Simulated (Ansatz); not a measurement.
# Li3Zn and its elements: a formation energy from the elements

Computed with Ansatz 0.2.0, Python API.

Notebook, run cell by cell (the value of a cell's last expression is shown):

In [1]:
```python
from collections import Counter
import warnings

import ansatz as az
import numpy as np
import pandas as pd

SETTINGS = {
    "xc": "lda",
    "cutoff": 520,
    "kspacing": 0.16,
    "filling": "gaussian",
    "smearing_width": 0.05,
}
```

In [2]:
```python
PHASES = {
    "Li3Zn": (
        [(5.696452, 0.0, 0.0), (-2.848226, 4.933272, 0.0), (0.0, 0.0, 4.612221)],
        [
            ("Li", (0.344293, 0.172147, 0.75)),
            ("Li", (0.827853, 0.172147, 0.75)),
            ("Li", (0.827853, 0.655707, 0.75)),
            ("Li", (0.655707, 0.827853, 0.25)),
            ("Li", (0.172147, 0.827853, 0.25)),
            ("Li", (0.172147, 0.344293, 0.25)),
            ("Zn", (2 / 3, 1 / 3, 0.25)),
            ("Zn", (1 / 3, 2 / 3, 0.75)),
        ],
    ),
    "Li": (
        [(-1.75465, 1.75465, 1.75465), (1.75465, -1.75465, 1.75465), (1.75465, 1.75465, -1.75465)],
        [
            ("Li", (0.0, 0.0, 0.0)),
        ],
    ),
    "Zn": (
        [(2.67, 0.0, 0.0), (-1.335, 2.312288, 0.0), (0.0, 0.0, 4.966)],
        [
            ("Zn", (1 / 3, 2 / 3, 0.25)),
            ("Zn", (2 / 3, 1 / 3, 0.75)),
        ],
    ),
}
```

In [3]:
```python
def build(vectors, sites):
    crystal = az.Crystal(lattice=az.Lattice.of(vectors))
    for symbol, position in sites:
        crystal = crystal.atom(symbol, position)
    return crystal
```

In [4]:
```python
def run_phase(name, crystal):
    calc = (
        crystal.calculation()
        .functional(SETTINGS["xc"])
        .basis(SETTINGS["cutoff"])
        .kpoints(spacing=SETTINGS["kspacing"])
        .occupations(SETTINGS["filling"], width=SETTINGS["smearing_width"])
        .stress()
    )
    calc = calc.relax(force_tolerance=0.02, cell=True)
    return calc.run(threads=1)
```

In [5]:
```python
def counts(outcome):
    return Counter(site.symbol for site in outcome.lattice.sites)
```

In [6]:
```python
def formation_energy(outcome, mu):
    n = counts(outcome)
    return (outcome.report["energy_sigma0_ev"] - sum(k * mu[element] for element, k in n.items())) / sum(n.values())
```

In [7]:
```python
def volume_per_atom(outcome):
    return abs(np.linalg.det(outcome.lattice.cell_ang)) / len(outcome.lattice.sites)
```

In [8]:
```python
warnings.simplefilter("ignore")
```

In [9]:
```python
phases = {name: build(*cell) for name, cell in PHASES.items()}

done = {}
for name, crystal in phases.items():
    done[name] = run_phase(name, crystal)
    print(f"{name}: {done[name].report['energy_sigma0_ev']:.4f} eV, {len(done[name].lattice.sites)} atoms")
```
```text
Li3Zn: -7703.0689 eV, 8 atoms
Li: -201.6397 eV, 1 atoms
Zn: -6492.5115 eV, 2 atoms
```

In [10]:
```python
# energy of one atom in its reference phase
references = {"Li": "Li", "Zn": "Zn"}
mu = {element: done[name].report["energy_sigma0_ev"] / len(done[name].lattice.sites) for element, name in references.items()}

target = done["Li3Zn"]
heat = formation_energy(target, mu)
rows = [(name, len(o.lattice.sites), volume_per_atom(o), formation_energy(o, mu)) for name, o in done.items()]
print(pd.DataFrame(rows, columns=["phase", "atoms", "V (A^3/atom)", "E_form (eV/atom)"]).round(4).to_string(index=False))
```
```text
phase  atoms  V (A^3/atom)  E_form (eV/atom)
Li3Zn      8       15.1047           -0.0899
   Li      1       19.0475            0.0000
   Zn      2       13.4081            0.0000
```

Notes:
- Absolute energies stand on the zero of these potentials, so only differences at equal settings mean something.
- The cells come from databases of deposited and of computed structures, and not all need be stable phases.
- The compound is the structure given, not necessarily its lowest; energies are at zero temperature, with no correction for gases. A semilocal functional's error on such energies is often 0.05 to 0.1 eV an atom, and 0.1 to 0.3 eV against gases such as O2 or F2.
- Run time: 2 min on 1 thread of Arm Neoverse V1 (shared host), peak memory 0.61 GiB.
